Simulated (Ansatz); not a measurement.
Working through a Delta-SCF excitation of AgSbSeS, space group P4/mmm

Computed with Ansatz's Python interface.

Run as a notebook:

```python
import warnings

import ansatz
from pymatgen.core import Lattice, Structure
from pymatgen.io.ase import AseAtomsAdaptor
```

```python
warnings.simplefilter('ignore', ansatz.DeckWarning)
```

```python
pmg_structure = Structure(
    Lattice([[3.953368, 0.0, 0.0], [0.0, 3.953368, 0.0], [0.0, 0.0, 5.781907]]),
    ['Ag', 'Sb', 'Se', 'S'],
    [
        [0.0, 0.0, 0.0],
        [0.5, 0.5, 0.5],
        [0.5, 0.5, 0.0],
        [0.0, 0.0, 0.5],
    ],
)
crystal = ansatz.Crystal.from_ase(AseAtomsAdaptor.get_atoms(pmg_structure))
```

```python
crystal.resolved().sites[-1]
```

    Site(symbol='S', position=(0.0, 0.0, 0.5), moment=None, axis=None, held=None, saved=None)

```python
ground = (
    crystal.calculation()
    .functional('PBEsol')
    .basis(550)
    .kpoints(2, 2, 2)
    .occupations('fermi_dirac', width=0.01)
    .scf(extra_bands=4)
    .band_table()
)
excited = ground.excitation(hole_k=0, hole_band='v1', hole_track='overlap', particle_k=0, particle_band='c1', particle_track='overlap')
low, high = ground.run(threads=1, backend='cpu').report, excited.run(threads=1, backend='cpu').report
share = low['kweights'][0]
top = round(low['n_electrons'] / 2)
print('Kohn-Sham gap at the first k-point:', round(low['eigenvalues_ev'][0][top] - low['eigenvalues_ev'][0][top - 1], 3), 'eV')
print('energy difference per cell:', round(high['lagrangian_ev'] - low['lagrangian_ev'], 4), 'eV; weight of the point', round(share, 4))
print('per electron moved:', round((high['lagrangian_ev'] - low['lagrangian_ev']) / share, 3), 'eV')
```

    Kohn-Sham gap at the first k-point: 2.215 eV
    energy difference per cell: 0.2864 eV; weight of the point 0.125
    per electron moved: 2.292 eV

Spin-orbit coupling, left out here, can change this gap by several tenths of an eV, and inverted bands can meet off the mesh. The computed bands are complete only to about 3.9 eV above the Fermi level. The k-point mesh is coarse, and energy and stress weren't tested for convergence. The gap on the mesh is very small: a semilocal functional closes or nearly closes the gap of many narrow semiconductors. This cell is a computed structure, which may not be the phase found in nature. Levels are Kohn-Sham eigenvalues on this mesh, without spin-orbit coupling. One k-point of a small cell stands for a dense array of excitations, so this isn't the optical gap of the solid. The script silences the warnings on its input, which a real study should read. The whole script took 7.1 s on 1 thread of Arm Neoverse V2, with other jobs on the host, peak memory 0.52 GiB.
